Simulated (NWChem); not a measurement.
# RbLi (SMILES [Li][Rb]): PBE/def2-TZVPP (core potential)

What is the vertical ionisation energy of RbLi at PBE/def2-TZVPP (core potential)? 

Program for the calculation: NWChem 7.3.0.

### Step 1. The structure to begin with

RbLi has 2 atoms, charge 0, and is taken as a singlet. As SMILES, `[Li][Rb]`. The shape is that of a PBE0-D4/def2-TZVP optimisation.

Bond lengths: Li1–Rb2 3.553 Å.

### Step 2. Energy and gradient at PBE/def2-TZVPP (core potential)

lirb.nw reads:

```
START lirb
memory stack 880 mb heap 220 mb global 1100 mb

GEOMETRY units bohr noautosym nocenter noautoz
Li     0.00000000     0.00000000    -0.38051525
Rb     0.00000000     0.00000000     6.33385174
END

BASIS spherical bse
* library def2-TZVPP
END

ECP bse
Rb library def2-TZVPP
END

DFT
xc xpbe96 cpbe96
grid xfine
convergence energy 1e-08
maxiter 100
mulliken
print medium
END

TASK dft gradient
```

The run is started by

```bash
nwchem lirb.nw > lirb.out
```

Log:

```text
Northwest Computational Chemistry Package (NWChem) 7.3.0
             --------------------------------------------------------

           Job information
           ---------------

    nwchem branch   = 7.3.0
    use scalapack   = T
    input           = lirb.nw
    prefix          = lirb.
    data base       = ./lirb.db
    status          = startup
    nproc           =        1

           Memory information
           ------------------

    heap     =     28835836 doubles =      220.0 Mbytes
    stack    =    115343361 doubles =      880.0 Mbytes
    global   =    144179200 doubles =     1100.0 Mbytes (distinct from heap & stack)
    total    =    288358397 doubles =     2200.0 Mbytes
    verify   = yes
    hardfail = no

           Directory information
           ---------------------

  0 permanent = .
  0 scratch   = .

                                NWChem Input Module
                                -------------------

                             Geometry "geometry" -> ""
                             -------------------------

 Output coordinates in a.u. (scale by  1.000000000 to convert to a.u.)

  No.       Tag          Charge          X              Y              Z
 ---- ---------------- ---------- -------------- -------------- --------------
    1 Li                   3.0000     0.00000000     0.00000000    -0.38051525
    2 Rb                  37.0000     0.00000000     0.00000000     6.33385174

      Atomic Mass
      -----------

      Li                 7.016000
      Rb                84.911700

 Effective nuclear repulsion energy (a.u.)      16.5317147790

            Nuclear Dipole moment (a.u.)
            ----------------------------
        X                 Y               Z
 ---------------- ---------------- ----------------
     0.0000000000     0.0000000000   233.2109686300

            XYZ format geometry
            -------------------
     2
 geometry
 Li                    0.00000000     0.00000000    -0.20136001
 Rb                    0.00000000     0.00000000     3.35173024

 ==============================================================================
                                internuclear distances
 ------------------------------------------------------------------------------
       center one      |      center two      | atomic units |       a.u.
 ------------------------------------------------------------------------------
    2 Rb               |   1 Li               |     6.71437  |     6.71437
 ------------------------------------------------------------------------------
                         number of included internuclear distances:          1
 ==============================================================================

 Summary of "ao basis" -> "" (spherical)
 ------------------------------------------------------------------------------
       Tag                 Description            Shells   Functions and Types
 ---------------- ------------------------------  ------  ---------------------
 *                         def2-TZVPP                 on all atoms

                 ECP       "ecp basis" -> "" (cartesian)
                -----
  [basis functions not shown]

                                 NWChem DFT Module
                                 -----------------

                      Basis "ao basis" -> "ao basis" (spherical)
                      -----
  [basis functions not shown]

 Summary of "ao basis" -> "ao basis" (spherical)
 ------------------------------------------------------------------------------
       Tag                 Description            Shells   Functions and Types
 ---------------- ------------------------------  ------  ---------------------
 Li                        def2-TZVPP                9       19   5s3p1d
 Rb                        def2-TZVPP               14       40   6s4p3d1f

 Summary of "ao basis" -> "ao basis" (spherical)
 ------------------------------------------------------------------------------
       Tag                 Description            Shells   Functions and Types
 ---------------- ------------------------------  ------  ---------------------
 Li                        def2-TZVPP                9       19   5s3p1d
 Rb                        def2-TZVPP               14       40   6s4p3d1f

  Caching 1-el integrals
  itol2e modified to match energy
  convergence criterion.
  tol_rho modified to match energy
  convergence criterion.

            General Information
            -------------------
          SCF calculation type: DFT
          Wavefunction type:  closed shell.
          No. of atoms     :     2
          No. of electrons :    12
           Alpha electrons :     6
            Beta electrons :     6
          Charge           :     0
          Spin multiplicity:     1
          Use of symmetry is: off; symmetry adaption is: off
          Maximum number of iterations: 100
          AO basis - number of functions:    59
                     number of shells:    23
          Convergence on energy requested:  1.00D-08
          Convergence on density requested:  1.00D-05
          Convergence on gradient requested:  5.00D-04

              XC Information
              --------------
          PerdewBurkeErnzerhof Exchange Functional  1.000
            Perdew 1991 LDA Correlation Functional  1.000 local
           PerdewBurkeErnz. Correlation Functional  1.000 non-local

[... 11 lines left out ...]
          Spatial weights used:  Erf1
[... 1 line left out ...]
          Convergence Information
[... 1 line left out ...]
          Convergence aids based upon iterative change in
          total energy or number of iterations.
[... 55 lines left out ...]
   convergence    iter        energy       DeltaE   RMS-Dens  Diis-err    time
[... 16 lines left out ...]
         Total DFT energy =      -31.568430768509
      One electron energy =      -57.456358523108
           Coulomb energy =       27.379916058693
    Exchange-Corr. energy =       -5.513216223304
 Nuclear repulsion energy =        4.021227919209
[... 5 lines left out ...]
                       DFT Final Molecular Orbital Analysis
[... 384 lines left out ...]
 Vector   56  Occ=0.000000D+00  E= 5.735681D+00
              MO Center=  1.1D-10, -8.2D-11, -2.1D-01, r^2= 2.9D-01
   Bfn.  Coefficient  Atom+Function         Bfn.  Coefficient  Atom+Function
  ----- ------------  ---------------      ----- ------------  ---------------
     8      1.054606  1 Li pz                 5      0.544171  1 Li s
    11     -0.443122  1 Li pz                14      0.382695  1 Li pz
    24     -0.267444  2 Rb s                 34      0.250048  2 Rb pz
[... 4 lines of this table left out ...]
              MO Center= -4.0D-12,  4.2D-12,  3.3D+00, r^2= 3.7D-01
   Bfn.  Coefficient  Atom+Function         Bfn.  Coefficient  Atom+Function
  ----- ------------  ---------------      ----- ------------  ---------------
    21      3.160075  2 Rb s                 20      1.885353  2 Rb s
    22     -1.686076  2 Rb s                 23      1.008806  2 Rb s
    24     -0.389371  2 Rb s                 25      0.130083  2 Rb s
[... 4 lines of this table left out ...]
              MO Center= -4.0D-12,  3.6D-12, -1.9D-01, r^2= 3.5D-01
   Bfn.  Coefficient  Atom+Function         Bfn.  Coefficient  Atom+Function
  ----- ------------  ---------------      ----- ------------  ---------------
     2      1.933171  1 Li s                  1     -1.456727  1 Li s
     3     -1.189764  1 Li s                  4      0.632703  1 Li s
     5     -0.406740  1 Li s                 24     -0.200631  2 Rb s
[... 4 lines of this table left out ...]
              MO Center= -2.3D-13,  2.4D-13,  3.4D+00, r^2= 6.5D-02
   Bfn.  Coefficient  Atom+Function         Bfn.  Coefficient  Atom+Function
  ----- ------------  ---------------      ----- ------------  ---------------
    20      2.254270  2 Rb s                 21      1.735706  2 Rb s
    22     -0.605517  2 Rb s                 23      0.346192  2 Rb s
    24     -0.133124  2 Rb s                 25      0.044642  2 Rb s
    34      0.040079  2 Rb pz                14      0.030458  1 Li pz
     5      0.028295  1 Li s                  4      0.026368  1 Li s

     ---------------------------------------------
      Total Density - Mulliken Population Analysis
     ---------------------------------------------

    Atom       Charge   Shell Charges
 -----------   ------   -------------------------------------------------------
    1 Li   3     3.13   0.37  1.26  0.35  0.50  0.62  0.00  0.00  0.03  0.00
    2 Rb   9     8.87   0.03 -0.31  1.53  0.75  0.73  0.09  4.81  1.14  0.07  0.00  0.00  0.02 -0.00  0.00

     -------------------------------------------
      Total Density - Lowdin Population Analysis
     -------------------------------------------

    Atom       Charge   Shell Charges
 -----------   ------   -------------------------------------------------------
    1 Li   3     2.96   0.45  1.04  0.49  0.42  0.49  0.00  0.00  0.05  0.01
    2 Rb   9     9.04   0.00  0.00  1.01  0.95  0.53  0.37  4.22  1.65  0.15  0.07  0.00  0.04  0.02  0.00

 center of mass
 --------------
 x =   0.00000000 y =   0.00000000 z =   5.82140556

 moments of inertia (a.u.)
 ------------------
         292.160078035007           0.000000000000           0.000000000000
           0.000000000000         292.160078035007           0.000000000000
           0.000000000000           0.000000000000           0.000000000000

     Multipole analysis of the density
     ---------------------------------

     L   x y z        total         alpha         beta         nuclear
     -   - - -        -----         -----         ----         -------
     0   0 0 0     -0.000000     -6.000000     -6.000000     12.000000

     1   1 0 0     -0.000000     -0.000000     -0.000000      0.000000
[... 8 lines of this table left out ...]
     2   0 0 2     -6.151850   -183.822663   -183.822663    361.493476

            General Information
            -------------------
          SCF calculation type: DFT
          Wavefunction type:  closed shell.
          No. of atoms     :     2
          No. of electrons :    12
           Alpha electrons :     6
            Beta electrons :     6
          Charge           :     0
          Spin multiplicity:     1
          Use of symmetry is: off; symmetry adaption is: off
          Maximum number of iterations: 100
          AO basis - number of functions:    59
                     number of shells:    23
          Convergence on energy requested:  1.00D-08
          Convergence on density requested:  1.00D-05
          Convergence on gradient requested:  5.00D-04

              XC Information
              --------------
          PerdewBurkeErnzerhof Exchange Functional  1.000
            Perdew 1991 LDA Correlation Functional  1.000 local
           PerdewBurkeErnz. Correlation Functional  1.000 non-local

             Grid Information
             ----------------
          Grid used for XC integration:  xfine
          Radial quadrature: Mura-Knowles
          Angular quadrature: Lebedev.
          Tag              B.-S. Rad. Rad. Pts. Rad. Cut. Ang. Pts.
          ---              ---------- --------- --------- ---------
          Li                  1.45      100          19.0      1454
          Rb                  2.35      205          17.0      1454
          Grid pruning is: on
          Number of quadrature shells:   305
          Spatial weights used:  Erf1

          Convergence Information
          -----------------------
          Convergence aids based upon iterative change in
          total energy or number of iterations.
          Levelshifting, if invoked, occurs when the
          HOMO/LUMO gap drops below (HL_TOL):  1.00D-02
          DIIS, if invoked, will attempt to extrapolate
          using up to (NFOCK): 10 stored Fock matrices.

                    Damping( 0%)  Levelshifting(0.5)       DIIS
                  --------------- ------------------- ---------------
          dE  on:    start            ASAP                start
          dE off:    2 iters        100 iters           100 iters

      Screening Tolerance Information
      -------------------------------
          Density screening/tol_rho:  1.00D-11
          AO Gaussian exp screening on grid/accAOfunc:  18
          CD Gaussian exp screening on grid/accCDfunc:  20
          XC Gaussian exp screening on grid/accXCfunc:  20
          Schwarz screening/accCoul:  1.00D-09

                            NWChem DFT Gradient Module
                            --------------------------

  charge          =   0.00
  wavefunction    = closed shell

                         DFT ENERGY GRADIENTS

    atom               coordinates                        gradient
                 x          y          z           x          y          z
   1 Li      0.000000   0.000000  -0.380515    0.000000  -0.000000  -0.000232
   2 Rb      0.000000   0.000000   6.333852   -0.000000   0.000000   0.000232

                 ----------------------------------------
                 |  Time  |  1-e(secs)   |  2-e(secs)   |
                 ----------------------------------------
                 |  CPU   |       0.02   |       2.03   |
                 ----------------------------------------
                 |  WALL  |       0.02   |       2.03   |
                 ----------------------------------------

 Task  times  cpu:       24.3s     wall:       24.3s
 Total times  cpu:       24.4s     wall:       24.4s
```

It took 25 s on 1 thread of AMD EPYC, shared host; peak memory 0.12 GiB.

(Part 1 of 2 ends here.)
